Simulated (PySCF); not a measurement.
**[HfF3(NH3)]+: how tightly the ligands are held**

Aim: take one ligand of each kind off [HfF3(NH3)]+, with both parts rigid, and scan its distance from the metal. The species was built from a template and needn't be a known compound.

The runs use PySCF 2.14.0; PBE0, Hf def2-SVP with ECP60, F def2-SVP, N def2-SVP, H def2-SVP; scalar-relativistic core potentials, no spin–orbit coupling.

1 further run of the same task is left out (for a known fault of the program).

### Step 1. Starting geometry

8 atoms, charge 1, spin multiplicity 1.

Bond lengths: Hf1–F2 1.878 Å, Hf1–F3 1.878 Å, Hf1–F4 1.878 Å, Hf1–N5 2.272 Å, N5–H6 1.030 Å, N5–H7 1.030 Å, N5–H8 1.030 Å. Angles: F2–Hf1–F3 115.7°, F2–Hf1–F4 115.7°, F2–Hf1–N5 102.2°, F3–Hf1–F4 115.7°, F3–Hf1–N5 102.2°, F4–Hf1–N5 102.2°, Hf1–N5–H6 113.5°, Hf1–N5–H7 113.5°, Hf1–N5–H8 113.5°, H6–N5–H7 105.2°, H6–N5–H8 105.2°, H7–N5–H8 105.2°.

Geometry (Å):

```xyz
8

Hf    0.0694   -0.0694    0.0694
F     1.0473    1.2011    1.0473
F    -1.2011   -1.0473    1.0473
F     1.0473   -1.0473   -1.2011
N    -1.2423    1.2423   -1.2423
H    -1.8645    1.8645   -0.7078
H    -0.7078    1.8645   -1.8645
H    -1.8645    0.7078   -1.8645
```

Formal oxidation states: Hf +4. An earlier session relaxed this geometry at PBE0, Hf def2-SVP with ECP60, F def2-SVP, N def2-SVP, H def2-SVP (singlet, point group C3v).

### Step 2. F taken off

The ligand (atom 2) keeps its formal charge and a closed shell where it can; ligand and rest are solved at the complex's geometry, in vacuum, with the settings of the relaxation.

```csv
part,charge,state,energy (Eh)
complex,1,singlet,-403.494936
ligand,-1,singlet,-99.594968
rest,2,singlet,-303.222347
```

Wall time 1 s (2 threads of Arm Neoverse V2, shared host).

### Step 3. Rigid scan of F

Atom 2 moves along the line from atom 1; the distance is to the donor, the donors' midpoint or the ring centre. Each point starts from the density of the one before.

```csv
distance (Å),energy from the relaxed point (eV)
1.58,2.428
1.68,0.905
1.78,0.191
1.88,0.000
1.98,0.139
2.08,0.479
2.28,1.452
2.58,3.079
2.98,4.983
3.48,6.673
```

Run time: 14 s. Hardware: 2 threads of Arm Neoverse V2, shared host.

### Step 4. NH3 taken off

The ligand (atoms 5, 6, 7, 8) keeps its formal charge and a closed shell where it can; ligand and rest are solved at the complex's geometry, in vacuum, with the settings of the relaxation.

```
   part  charge    state  energy (Eh)
complex       1  singlet  -403.494936
 ligand       0  singlet   -56.440559
   rest       1  singlet  -346.926537
```

It took 0.5 s on 2 threads of Arm Neoverse V2, shared host.

### Step 5. Rigid scan of NH3

Atoms 5, 6, 7, 8 move together along the line from atom 1; the distance is to the donor, the donors' midpoint or the ring centre. Each point starts from the density of the one before.

```
distance (Å)  energy from the relaxed point (eV)
        1.97                               0.698
        2.07                               0.266
        2.17                               0.057
        2.27                               0.000
        2.37                               0.043
        2.47                               0.151
        2.67                               0.469
        2.97                               1.013
        3.37                               1.654
        3.87                               2.231
```

It took 12 s on 2 threads of Arm Neoverse V2, shared host.

### Step 6. Results

```
                    quantity       value
                taking off F    18.44 eV
  stiffness of the F contact  32.9 eV/Å²
              taking off NH3     3.48 eV
stiffness of the NH3 contact  10.0 eV/Å²
```

What this shows: Taking off F as a fragment of charge -1 costs 18.44 eV, much of it the attraction of the two charges. Near 1.88 Å the F contact has a stiffness of about 32.9 eV/Å², and the energy stands 6.67 eV higher at 3.48 Å. Taking off NH3 as a fragment of charge +0 costs 3.48 eV. Near 2.27 Å the NH3 contact has a stiffness of about 10.0 eV/Å², and the energy stands 2.23 eV higher at 3.87 Å. The free anion is solved without diffuse functions, no counterpoise correction is made, and the parts aren't relaxed; each of these makes the binding look larger. The bases are small and lack diffuse functions. Spin–orbit coupling is left out.
